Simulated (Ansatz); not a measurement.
**AlN: a relaxation**

Wanted: a converged relaxation for AlN, and a check of what comes out. The structure is shown as the input types it.

The COD entry's cell or inner coordinates are ideal or old and differ from later refinements, so a difference from it is no clean test against experiment.

Method: Kohn-Sham DFT, with the functional, basis and potentials that each input names, in Ansatz 0.2.0.

1 further run of the same task is left out (it didn't finish).

## (1) Starting point

It takes space group P6_3mc (No. 186, hexagonal). The conventional cell has a = 3.122 Å, b = 3.122 Å, c = 5.003 Å, α = 90.00°, β = 90.00°, γ = 120.00°. Al (site symmetry 3m) has 4 N at 1.90 to 1.91 Å as nearest neighbours. N (site symmetry 3m) is surrounded by 4 Al at 1.90 to 1.91 Å.

Structure file:

```
CELL_PARAMETERS angstrom
3.12215 0.00000 0.00000
-1.56108 2.70386 0.00000
0.00000 0.00000 5.00329
ATOMIC_POSITIONS crystal
Al 0.33333 0.66667 0.99920
Al 0.66667 0.33333 0.49920
N 0.33333 0.66667 0.38080
N 0.66667 0.33333 0.88080
```

## (2) The calculation

The input, input.yaml:

```yaml
crystal:
  lattice:
    - [3.12215218215, 0.0, 0.0]
    - [-1.56107609107, 2.70386310422, 0.0]
    - [0.0, 0.0, 5.00329039141]
  atoms:
    - { symbol: Al, position: [0.333333333333, 0.666666666667, -0.000801930642] }
    - { symbol: Al, position: [0.666666666667, 0.333333333333, 0.499198069358] }
    - { symbol: "N", position: [0.333333333333, 0.666666666667, 0.380801930642] }
    - { symbol: "N", position: [0.666666666667, 0.333333333333, 0.880801930642] }
kpoints:
  mp_grid: { grid: [8, 8, 4] }
scf:
  occupations: { method: fixed }
  max_iter: 100
hamiltonian:
  xc: gga
  pseudopotentials: { kind: paw }
relax:
  f_tol: 0.002
  max_steps: 80
output:
  forces: true
  stress: true
```

On the command line:

```bash
ansatz run input.yaml --threads 1 --pin off --max-ram 3072MiB --backend cpu --events-out ev --progress --plain --runs-dir out
```

Q: Will this input give a usable result? If not, why, and what should change?

The program refused the input before any cycle. It says: «line 17 column 7: hamiltonian.xc: unknown variant `gga`, expected one of `lda`, `lda-pw`, `pw92`, `pbe`, `pbesol`, `rpbe`, `revpbe`, `blyp`, ...»

In the input, hamiltonian.xc is gga. The functional or method isn't one that the program knows by that name.

Remedy: set hamiltonian.xc to r2scan. Any name on the list would pass the check; a listed functional of a like name need not be the same functional.
